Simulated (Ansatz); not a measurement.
# SbAu (zincblende type): how the settings move a single-point run

Question: which choices in the input matter for SbAu (zincblende type)?

Method: reference: DFT, PBE, PAW with Ansatz's default frozen-core files, scalar-relativistic, in Ansatz 0.2.0.

**1. The starting structure**

It takes space group F-43m (No. 216, cubic). Conventional cell: a = 6.344 Å, b = 6.344 Å, c = 6.344 Å, α = 90.00°, β = 90.00°, γ = 90.00°. Au (site symmetry -43m) is surrounded by 4 Sb at 2.75 Å. Around Sb (site symmetry -43m) lie 4 Au at 2.75 Å.

As a file:

```cif
data_structure
_symmetry_space_group_name_H-M 'P 1'
_symmetry_Int_Tables_number 1
_cell_length_a 4.4857
_cell_length_b 4.4857
_cell_length_c 4.4857
_cell_angle_alpha 60.000
_cell_angle_beta 60.000
_cell_angle_gamma 60.000
_cell_volume 63.82
loop_
_atom_site_label
_atom_site_type_symbol
_atom_site_fract_x
_atom_site_fract_y
_atom_site_fract_z
_atom_site_occupancy
Au1 Au 0.00000 0.00000 0.00000 1
Sb1 Sb 0.25000 0.25000 0.25000 1
```

**2. The reference run**

The input, input.yaml:

```yaml
crystal:
  lattice:
    - [0.0, 3.1718895577, 3.1718895577]
    - [3.1718895577, 0.0, 3.1718895577]
    - [3.1718895577, 3.1718895577, 0.0]
  atoms:
    - { symbol: Au, position: [0.0, 0.0, 0.0] }
    - { symbol: Sb, position: [0.25, 0.25, 0.25] }
kpoints:
  mp_grid: { grid: [10, 10, 10] }
scf:
  occupations: { method: fermi_dirac, width: 0.08 }
hamiltonian:
  xc: pbe
  pseudopotentials: { kind: paw }
output:
  forces: true
  stress: true
  eigenvalues: true
  efg: { contact_densities: true }
```

Started as:

```bash
$ ansatz run input.yaml --threads 1 --pin off --max-ram 2048MiB --backend cpu --events-out ev --progress --plain --runs-dir out
```

**3. Changed: hubbard.sites [{species: Au, l: d, u_eff: 8.0}], hubbard.double_counting amf**

input.yaml: that of step 2 with these lines changed.

```diff
@@ -15,2 +15,3 @@
   pseudopotentials: { kind: paw }
+  hubbard: { sites: [{ species: Au, l: d, u_eff: 8.0 }], double_counting: amf }
 output:
```

Q: Predict the outcome of this session. Wanted: for each run, ending; energy change; pressure; gap; force.

As calculated:

```csv
run,ending,energy change,pressure (GPa),gap (eV),force (eV/Å),cycles,time
reference,converged,0,-2.9,0.00,0.00,6,7.8 s
"1: hubbard.sites [{species: Au, l: d, u_eff: 8.0}], hubbard.double_counting amf",converged,-6.0 meV/atom (U changed: no physical gain or loss),-2.9,0.00,0.00,8,11 s
```

Residual by cycle in the longest SCF loop of each run; runs are numbered as in the table. The quantity is the density residual dr2, in eV.

```csv
cycle,reference,run 1
1,0.00114,9.98
2,2.1e-4,0.21
3,6.2e-5,0.0285
4,3.2e-6,0.005
5,2.6e-7,2.1e-4
6,8.8e-9,3.5e-5
7,-,3.7e-7
8,-,1.2e-8
```

Changing the Hubbard U moves the energy by -6.0 meV/atom. The U term adds an energy of its own, so the shift says nothing about which run is better. Cost: 8 SCF cycles against 6, 11 s against 7.8 s. A changed U is a change of model: its shifts are not errors of convergence.
